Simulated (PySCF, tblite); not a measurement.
# C₆H₇F₂ radical: geometry, infrared bands and EPR parameters

Aim: predict the infrared bands and EPR parameters of C₆H₇F₂ radical (`C=C=C[C@H](C)[C](F)F`).

The runs use tblite 0.8.0 and PySCF 2.14.0, with density-fitted response routines of our own; the level of theory stands in each step. All values are computed, except where a source is named. Atoms count from 0, in the outputs and in this text.

**1. The molecule as given**

15 atoms, charge 0, multiplicity 2; geometry from: force field or distance geometry start.

Bonds of the start (Å): C0–C1 1.32, C1–C2 1.29, C2–C3 1.50, C3–C4 1.52, C3–C5 1.51, C5–F6 1.36, C5–F7 1.37, C0–H8 1.06, C0–H9 1.06, C2–H10 1.05, C3–H11 1.11, C4–H12 1.11, C4–H13 1.10, C4–H14 1.13.

**2. Optimising the geometry with GFN2-xTB**

The job: settings as JSON, then the geometry in Å.

```
{"job": {"kind": "relax", "xc": "GFN2-xTB", "basis": "xTB"}, "charge": 0, "multiplicity": 2}
C      2.882100    -0.214400     0.054000
C      1.603200    -0.231600     0.388800
C      0.353800    -0.261500     0.721500
C     -0.605500    -0.098500    -0.415800
C     -1.195000     1.290100    -0.250700
C     -1.738800    -1.098600    -0.344700
F     -1.307900    -2.390300    -0.383200
F     -2.631000    -0.824000     0.661400
H      3.313000    -1.154300    -0.183600
H      3.330000     0.745500     0.053800
H      0.099400    -0.382000     1.737200
H     -0.105200    -0.176200    -1.398300
H     -1.753500     1.481000    -1.191700
H     -1.853800     1.255300     0.627900
H     -0.395200     2.067500    -0.098600
```

Run with:

```bash
OMP_NUM_THREADS=1 python probes_run.py task.json out
```

This one command runs all jobs of the session in turn.

What it wrote:

```text
step      E/eV     max force
  0    -699.87641    2.766
  1    -700.02875    2.986
  2    -700.10465    2.574
  3    -700.18937    0.716
  4    -700.24085    0.523
  5    -700.28770    0.706
  6    -700.31147    0.453
  7    -700.32884    0.309
  8    -700.33573    0.206
  9    -700.33910    0.137
 10    -700.34097    0.114
 11    -700.34263    0.119
 12    -700.34441    0.142
 13    -700.34638    0.144
 14    -700.34832    0.101
 15    -700.35018    0.116
 16    -700.35206    0.126
 17    -700.35392    0.139
 18    -700.35550    0.095
 19    -700.35674    0.079
 20    -700.35779    0.079
 21    -700.35880    0.083
 22    -700.35985    0.087
 23    -700.36108    0.092
 24    -700.36273    0.118
 25    -700.36491    0.135
 26    -700.36730    0.144
 27    -700.36951    0.154
 28    -700.37173    0.153
 29    -700.37449    0.173
 30    -700.37797    0.219
 31    -700.38141    0.168
 32    -700.38360    0.117
 33    -700.38415    0.144
 34    -700.38532    0.132
 35    -700.38599    0.071
 36    -700.38690    0.038
 37    -700.38712    0.039
 38    -700.38733    0.038
 39    -700.38754    0.036
 40    -700.38786    0.032
 41    -700.38820    0.041
 42    -700.38860    0.048
 43    -700.38909    0.060
 44    -700.38974    0.069
 45    -700.39048    0.066
 46    -700.39116    0.055
 47    -700.39173    0.058
 48    -700.39223    0.058
 49    -700.39270    0.050
 50    -700.39310    0.042
 51    -700.39344    0.045
 52    -700.39382    0.053
 53    -700.39432    0.055
 54    -700.39488    0.051
 55    -700.39536    0.047
 56    -700.39574    0.053
 57    -700.39616    0.050
 58    -700.39672    0.051
 59    -700.39722    0.042
 60    -700.39757    0.049
 61    -700.39787    0.051
 62    -700.39829    0.051
 63    -700.39896    0.051
 64    -700.39988    0.072
 65    -700.40096    0.082
 66    -700.40214    0.088
 67    -700.40358    0.082
 68    -700.40512    0.074
 69    -700.40643    0.085
 70    -700.40719    0.069
 71    -700.40773    0.054
 72    -700.40855    0.052
 73    -700.40932    0.056
 74    -700.41027    0.050
 75    -700.41073    0.042
 76    -700.41095    0.036
 77    -700.41113    0.037
 78    -700.41136    0.032
 79    -700.41157    0.029
 80    -700.41175    0.035
 81    -700.41191    0.037
 82    -700.41209    0.040
 83    -700.41226    0.036
 84    -700.41239    0.026
 85    -700.41247    0.021
 86    -700.41253    0.026
 87    -700.41258    0.015
 88    -700.41263    0.016
 89    -700.41265    0.011
 90    -700.41267    0.010
```

It took 1.5 s on 1 thread of Intel Xeon at 2.50GHz, shared host.

Along the way: (not every step is listed)

```tsv
step	energy from step 0 (eV)	largest force (eV/Å)
0	0.0000	2.7659
1	-0.1523	2.9864
2	-0.2282	2.5740
3	-0.3130	0.7156
4	-0.3644	0.5227
5	-0.4113	0.7061
6	-0.4351	0.4530
7	-0.4524	0.3085
8	-0.4593	0.2063
15	-0.4738	0.1162
22	-0.4834	0.0871
29	-0.4981	0.1727
36	-0.5105	0.0383
43	-0.5127	0.0601
50	-0.5167	0.0421
57	-0.5198	0.0498
64	-0.5235	0.0716
71	-0.5313	0.0538
78	-0.5349	0.0322
85	-0.5361	0.0214
86	-0.5361	0.0261
87	-0.5362	0.0153
88	-0.5362	0.0156
89	-0.5362	0.0107
90	-0.5363	0.0096
```

Distances of close pairs at the start and the end, largest changes first:

```tsv
bond	before (Å)	after (Å)	change (Å)
C4–H14	1.126	1.087	-0.039
C5–F7	1.372	1.344	-0.028
C0–C1	1.322	1.294	-0.028
C2–H10	1.054	1.080	+0.026
C2–C3	1.497	1.523	+0.026
C3–C5	1.513	1.489	-0.024
C4–H12	1.111	1.087	-0.024
C0–H9	1.059	1.078	+0.019
```

The next job starts from the end point, and lists it.

**3. Vibrational analysis with GFN2-xTB**

The job: settings as JSON, then the geometry in Å.

```
{"job": {"kind": "ir", "xc": "GFN2-xTB", "basis": "xTB"}, "charge": 0, "multiplicity": 2}
C      2.883117    -0.574817     0.141061
C      1.660122    -0.266966     0.431269
C      0.426315     0.052569     0.671320
C     -0.630871     0.133777    -0.421320
C     -1.498055     1.379271    -0.254817
C     -1.449804    -1.106548    -0.334667
F     -0.888891    -2.259917    -0.735847
F     -2.143426    -1.333056     0.794003
H      3.216829    -1.600132     0.130726
H      3.624466     0.176149    -0.080399
H      0.065211     0.219713     1.675810
H     -0.140586     0.130595    -1.398650
H     -2.238808     1.433077    -1.048737
H     -2.015413     1.355362     0.701496
H     -0.874619     2.268912    -0.293159
```

What it wrote:

```text
mode    cm-1     km/mol
  1      42.1      0.44
  2      59.6      0.01
  3     140.2      0.21
  4     173.8      0.20
  5     199.3      0.19
  6     223.5      1.15
  7     290.0      0.47
  8     315.0      5.38
  9     407.7      4.74
 10     462.3      6.38
 11     480.7      7.01
 12     541.5      0.55
 13     615.5     16.18
 14     811.4     28.08
 15     841.0     27.90
 16     845.0     28.64
 17     899.7      7.49
 18     962.5      0.66
 19    1020.7     68.25
 20    1078.9     13.43
 21    1099.4     34.28
 22    1133.3    136.32
 23    1152.1     10.09
 24    1222.4     63.05
 25    1231.9    118.92
 26    1283.3     26.24
 27    1317.1     17.25
 28    1407.8      3.82
 29    1424.5      2.04
 30    1488.5      5.39
 31    1490.2      5.20
 32    2062.5    139.87
 33    2966.6     16.32
 34    3042.8     20.07
 35    3045.0     18.65
 36    3048.7     16.41
 37    3060.9     14.83
 38    3075.3      8.12
 39    3083.6      9.68
```

It took 1.2 s on 1 thread of Intel Xeon at 2.50GHz, shared host.

The strongest bands and the atoms that carry them (share of the mass-weighted mode):

```tsv
cm⁻¹	km/mol	atoms
811	28.1	C3 25 %, F7 21 %, C5 12 %, F6 11 %
845	28.6	H9 42 %, C0 15 %, H8 14 %, H10 11 %
1021	68.2	H11 25 %, H14 21 %, C4 11 %
1099	34.3	C3 41 %, C4 23 %, H13 12 %
1133	136.3	C5 45 %, F6 15 %
1222	63.0	H11 40 %, C5 21 %
1232	118.9	C5 40 %, H11 32 %
2062	139.9	C1 68 %, C0 16 %, C2 15 %
```

**4. EPR parameters: B3LYP/pcH-1**

Same as in step 3 but for these lines:

```diff
@@ -1,2 +1,2 @@
-{"job": {"kind": "ir", "xc": "GFN2-xTB", "basis": "xTB"}, "charge": 0, "multiplicity": 2}
+{"job": {"kind": "epr", "basis": "pcH-1"}, "charge": 0, "multiplicity": 2}
 C      2.883117    -0.574817     0.141061
```

With the program's defaults for keys left out, this is: UKS B3LYP, pcH-1 on C F H, non-relativistic, mean-field spin-orbit, GIAO.

What it wrote:

```text
UKS, coarse grid
  cycle   1  E = -432.32469551  |g| = 5.51e-01
  cycle   2  E = -432.17998839  |g| = 8.76e-01
  cycle   3  E = -432.44240584  |g| = 8.54e-02
  cycle   4  E = -432.44482938  |g| = 4.85e-02
  cycle   5  E = -432.44585468  |g| = 1.56e-02
  cycle   6  E = -432.44597090  |g| = 6.35e-03
  cycle   7  E = -432.44599282  |g| = 1.67e-03
  cycle   8  E = -432.44599423  |g| = 7.13e-04
UKS, final grid
  cycle   1  E = -432.44593439  |g| = 1.03e-03
  cycle   2  E = -432.44593337  |g| = 1.77e-03
  cycle   3  E = -432.44593494  |g| = 1.63e-04
  cycle   4  E = -432.44593496  |g| = 4.60e-05
  cycle   5  E = -432.44593496  |g| = 4.25e-05
  cycle   6  E = -432.44593497  |g| = 1.58e-05
E = -432.44593497 Eh   <S^2> = 0.7527 (exact 0.7500)
g shifts (ppm)      1          2          3
  rmc          -245       -245       -245
  gc             16        -10          2
  oz_so        -180       2428       2636
  total        -409       2173       2393
hyperfine (MHz)  atom isotope    a_iso     a_fc   dipolar eigenvalues
    0   13C      -0.09      -0.09     -2.01     -1.30      3.31
    1   13C       2.82       2.82     -4.76     -1.59      6.35
    2   13C      43.38      43.38     -6.24     -3.41      9.66
    3   13C      26.19      26.19     -4.63     -4.24      8.86
    4   13C      11.36      11.36     -1.39     -1.31      2.69
    5   13C     354.84     354.84    -79.94    -79.73    159.68
    6   19F     229.93     229.93   -221.11   -195.40    416.51
    7   19F     231.25     231.25   -219.42   -194.32    413.74
    8    1H       5.47       5.47     -0.93     -0.51      1.44
    9    1H       4.72       4.72     -1.23     -0.43      1.66
   10    1H      -3.13      -3.13     -3.68     -1.25      4.94
   11    1H       6.53       6.53     -6.73     -5.15     11.87
   12    1H      -1.05      -1.05     -4.17     -3.09      7.26
   13    1H      -0.98      -0.98     -3.13     -2.91      6.04
   14    1H      -1.72      -1.72     -1.90     -1.57      3.47
```

Wall time 2.3 min (1 thread of Intel Xeon at 2.50GHz, shared host); peak memory 0.97 GiB.

Principal g values 2.00191, 2.00449, 2.00471; g(iso) = 2.00370, against 2.00232 for a free electron.

Mean a(iso) over the nuclei that a row names, and the largest dipolar term of the row (other rows stand at the frozen geometry):

```tsv
nuclei	isotope	a(iso) (MHz)	a(iso) (G, at g = 2.0023)	largest dipolar term (MHz)
C5	13C	354.8	126.6	159.7
F6, F7	19F	230.6	82.3	416.5
C2	13C	43.4	15.5	9.7
C3	13C	26.2	9.3	8.9
C4	13C	11.4	4.1	2.7
H11	1H	6.5	2.3	11.9
H8, H9	1H	5.1	1.8	1.7
H10	1H	-3.1	-1.1	4.9
C1	13C	2.8	1.0	6.4
H12, H13, H14	1H	-1.2	-0.4	7.3
C0	13C	-0.1	0.0	3.3
```

Mulliken spin populations:

C0 0.02; C1 0.03; C2 0.03; C3 -0.03; C4 0.00; C5 0.84; F6 0.06; F7 0.06; H8 0.00; H9 0.00; H10 0.00; H11 0.00; H12 0.00; H13 0.00; H14 0.00

In first order the couplings over 0.8 MHz of 19F, 1H give 138 distinct lines over 173.0 G, if the averaged nuclei exchange fast.

Orbitals, density, ELF and potential are computed afterwards from the orbital file.

ELF in a plane through or near 7 of the atoms.

Ten even steps from ' ' (0.00) to '@' (1.00):
```
                                                        
                                                        
                                                        
                                ::::..                  
                              ##@@@@%%::                
          ++++..              @@@@@@@@==                
        ##@@@@%%..  ..--::    ##@@@@@@--..              
      ..%%@@@@@@::..--++==::  ::%%##++==--..            
        ==@@@@##++****##++====++##::==##**--..          
        ..++==##++%%--**==****::%%##==++==::            
      ..**@@@@++**%%****==**==..++==......              
      ==@@@@@@%%::--++==::..**@@%%++..                  
      ..%%@@@@++    ..      ==--**++++..                
        ::##**..        ..--++==..**==..                
                        ==##%%++::....                  
                        --##%%**..                      
                          ::====                        
                                                        
                                                        
                                                        
```
The map spans 12.3 Å across and 10.0 Å up, centred on the molecule. Atoms in the plane (x, y in Å): C0 (-2.9, 0.2), C3 (0.7, 0.0), C4 (1.8, 0.9), C5 (1.1, -1.5), H8 (-3.5, -0.7), H9 (-3.4, 1.2), H14 (1.5, 1.9).

log10 of the density (e/Å³) in the same plane.

Values, 10 rows by 14 columns:
```
-4.0 -4.0 -4.0 -4.0 -4.0 -4.0 -4.0 -4.0 -4.0 -4.0 -4.0 -4.0 -4.0 -4.0
-4.0 -4.0 -4.0 -4.0 -4.0 -4.0 -4.0 -4.0 -3.5 -3.6 -4.0 -4.0 -4.0 -4.0
-4.0 -4.0 -3.3 -2.8 -3.1 -3.3 -3.1 -2.3 -1.4 -1.5 -2.5 -3.5 -4.0 -4.0
-4.0 -3.3 -1.8 -0.8 -1.5 -1.7 -1.7 -1.5  0.0 -0.2 -1.3 -2.4 -4.0 -4.0
-4.0 -2.8 -1.3  0.2 -0.1 -0.3 -0.5 -0.4  0.1  1.1 -0.5 -1.9 -3.7 -4.0
-4.0 -2.8 -1.2  0.2  0.1 -0.1 -0.3  0.2  0.1 -0.8 -1.4 -2.4 -4.0 -4.0
-4.0 -3.2 -1.7 -1.0 -1.6 -1.6 -1.4 -0.3  1.5 -0.5 -1.9 -3.4 -4.0 -4.0
-4.0 -4.0 -3.3 -2.9 -3.2 -2.8 -1.0  0.4 -0.4 -1.0 -2.1 -3.8 -4.0 -4.0
-4.0 -4.0 -4.0 -4.0 -4.0 -4.0 -1.9 -1.0 -1.6 -2.5 -3.5 -4.0 -4.0 -4.0
-4.0 -4.0 -4.0 -4.0 -4.0 -4.0 -4.0 -3.5 -4.0 -4.0 -4.0 -4.0 -4.0 -4.0
```
The map spans 12.3 Å across and 10.0 Å up, centred on the molecule. Atoms in the plane (x, y in Å): C0 (-2.9, 0.2), C3 (0.7, 0.0), C4 (1.8, 0.9), C5 (1.1, -1.5), H8 (-3.5, -0.7), H9 (-3.4, 1.2), H14 (1.5, 1.9).

On the surface of density 0.002 e/bohr³ the electrostatic potential runs, from the 1st to the 99th percentile, from -0.77 V near F6 to 0.99 V near H9.

The spin density lies nearest to C5 67 %; F6, F7 about 9 % each.

**5. Summary of results**

```
                                 quantity                  value
strongest single infrared mode (GFN2-xTB)  2062 cm⁻¹, 140 km/mol
             zero-point energy (GFN2-xTB)          68.7 kcal/mol
                           g(iso) (B3LYP)                2.00370
                                     ⟨S²⟩     0.753 (exact 0.75)
       largest a(iso) (averaged by class)   13C on C5, 354.8 MHz
    surface potential, 1st and 99th percentile     -0.77 V and 0.99 V
```

What this shows: The optimisation took 90 steps and gained 0.536 eV; among the close pairs (by a distance rule), C4–H14 changed most, from 1.126 to 1.087 Å. All 39 modes are real, so the xTB geometry is a minimum. The strongest single mode, at 2062 cm⁻¹, moves mainly C1. GFN2-xTB is a fitted tight-binding method: band positions and strengths are rough. Its intensities can rank the bands wrongly. Most of the unpaired spin sits on C5 (0.84 e). The isotropic g lies 1.4 ppt above the free-electron value.
